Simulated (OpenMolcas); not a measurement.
# Co²⁺ among point charges: CASSCF and CASPT2 levels and susceptibility

Aim: the splitting of the states of Co²⁺ in the field of 4 point charges, its lowest levels with spin-orbit coupling and its magnetic susceptibility.

The numbers are computed with OpenMolcas 26.06 (state-averaged CASSCF and CASPT2, spin-orbit coupling by RASSI with atomic mean-field integrals), except any that are marked as measured or tabulated.

## (1) Starting point

- Species: Co²⁺ (cobalt, Z = 27, 25 electrons)
- Basis: ANO-RCC-VDZP [5s4p2d1f], 34 functions
- Scalar Hamiltonian: DKH2, point nucleus
- Inactive shells: 1s 2s 2p 3s 3p
- Active space: 7 electrons in 5 orbitals (3d)
- Some configurations of this space: 3d⁷
- Orbitals: optimised for each spin and parity, averaged over all roots

The outer shells:

3d7
```
3d [↑↓][↑↓][↑ ][↑ ][↑ ]
```

The ion sits among 4 point charges of -2 e arranged as a tetrahedron (Td), 2.03 Å from the ion.

Each step is its own input file, run in one work folder so that later steps find the files of earlier ones. Labels, J, g values, rates, χT and fits are worked out afterwards by a script from the matrices that RASSI stores.

## (2) GATEWAY and SEWARD: basis and integrals

a.inp

```
&GATEWAY
Coord
1

Co 0.0 0.0 0.0
Basis=ANO-RCC-VDZP
Group=NoSym
NoMove
AngMom=0.0 0.0 0.0
AMFI
XField
4 Angstrom 0
1.172021 1.172021 1.172021 -2.000000
1.172021 -1.172021 -1.172021 -2.000000
-1.172021 1.172021 -1.172021 -2.000000
-1.172021 -1.172021 1.172021 -2.000000
&SEWARD
```

Started as:

```console
OMP_NUM_THREADS=1 MOLCAS_MEM=1689 MOLCAS_PROJECT=a pymolcas a.inp > a.log
```

## (3) CASSCF: quartets, 10 roots

a.inp

```
&RASSCF
FileOrb=start.orb
Symmetry=1
Spin=4
nActEl=7 0 0
Inactive=9
Ras2=5
CIRoot=10 10 1
SDav=10
CIMx=300
Iter=120 100
PrWF=0.3
OrbListing=Nothing
MaxOrb=0
>>> COPY $Project.JobIph JOB001
```

start.orb holds the contracted functions of the basis, ordered by shell, or the orbitals of the step before.

## (4) Reference wave functions, doublets, 40 roots

a.inp

```
&RASSCF
FileOrb=start.orb
Symmetry=1
Spin=2
nActEl=7 0 0
Inactive=9
Ras2=5
CIRoot=40 40 1
SDav=40
CIMx=300
Iter=120 100
PrWF=0.3
OrbListing=Nothing
MaxOrb=0
>>> COPY $Project.JobIph JOB002
```

## (5) State interaction with spin-orbit coupling

a.inp

```
&RASSI
NrOfJobIphs=2 10 40
1 2 3 4 5 6 7 8 9 10
1 2 3 4 5 6 7 8 9 10 11 12 13 14 15 16 17 18 19 20 21 22 23 24 25 26 27
28 29 30 31 32 33 34 35 36 37 38 39 40
IphNames
JOB001
JOB002
EJob
SpinOrbit
DIPRint=1.0
SOCoupling=1000.0
Subsets=2
Property=9
'ANGMOM' 1 'ANGMOM' 2 'ANGMOM' 3 'MLTPL  1' 1 'MLTPL  1' 2 'MLTPL  1' 3
'AMFI' 1 'AMFI' 2 'AMFI' 3
SOProperty=3
'ANGMOM' 1 'ANGMOM' 2 'ANGMOM' 3
```

## (6) CASPT2: IPEA 0.25, imaginary shift 0.1 (closed shells correlated: 3s 3p)

a.inp

```
>>> COPY JOB001 $Project.JobIph
&CASPT2
Multistate=10 1 2 3 4 5 6 7 8 9 10
NoMult
Frozen=5
IPEA=0.25
Imaginary=0.1
MaxIter=60
WThr=0.0 0.3 0.05
PrWF=0.5
NoMix
>>> COPY JOB002 $Project.JobIph
&CASPT2
Multistate=40 1 2 3 4 5 6 7 8 9 10 11 12 13 14 15 16 17 18 19 20 21 22
23 24 25 26 27 28 29 30 31 32 33 34 35 36 37 38 39 40
NoMult
Frozen=5
IPEA=0.25
Imaginary=0.1
MaxIter=60
WThr=0.0 0.3 0.05
PrWF=0.5
NoMix
```

(Steps that only read results are left out.)

**Question.** What will these runs give? Wanted: spin-free ground state; first state of the same spin within the active space; lowest level; next level.

The runs gave:

| quantity | value |
| --- | --- |
| method | SS-CASPT2, IPEA 0.25, imaginary shift 0.1 (closed shells correlated: 3s 3p) |
| spin-free ground state | 4A2, 1-fold in its orbital part |
| first state of the same spin within the active space | 4T2 at 1380 cm⁻¹ |
| lowest level | 4-fold Γ8 |
| next level | 1241.0 cm⁻¹ |
| χT at 300 K | 3.86 cm³ K/mol |
| effective moment at 300 K | 5.56 μB |

Cost by method:

| method | time of its own steps | time with the reference |
| --- | --- | --- |
| A. CASSCF | 11 s | 11 s |
| B. SS-CASPT2, IPEA 0.25, imaginary shift 0.1, +3s 3p | 4.6 s | 16 s |

Times are of one thread on a shared host.

What this shows: The spin-free ground state (4A2) comes to 100 % from free-ion F terms and keeps the highest spin of the shell. χT at 300 K is 3.86, against 1.88 cm³ K/mol for the spin alone, so orbital moment adds to it. A ligand-field fit to the states below 45000 cm-1 gives 10Dq = -1370 cm-1, B = 1053 cm-1 and C = 3978 cm-1 (C/B = 3.78), with a deviation of 378 cm-1. CASPT2 does not keep the components of a term degenerate, and the means are used. The field of point charges can differ much from that of real complexes. Point charges carry no covalency, so the field is a model and not that of real ligands.
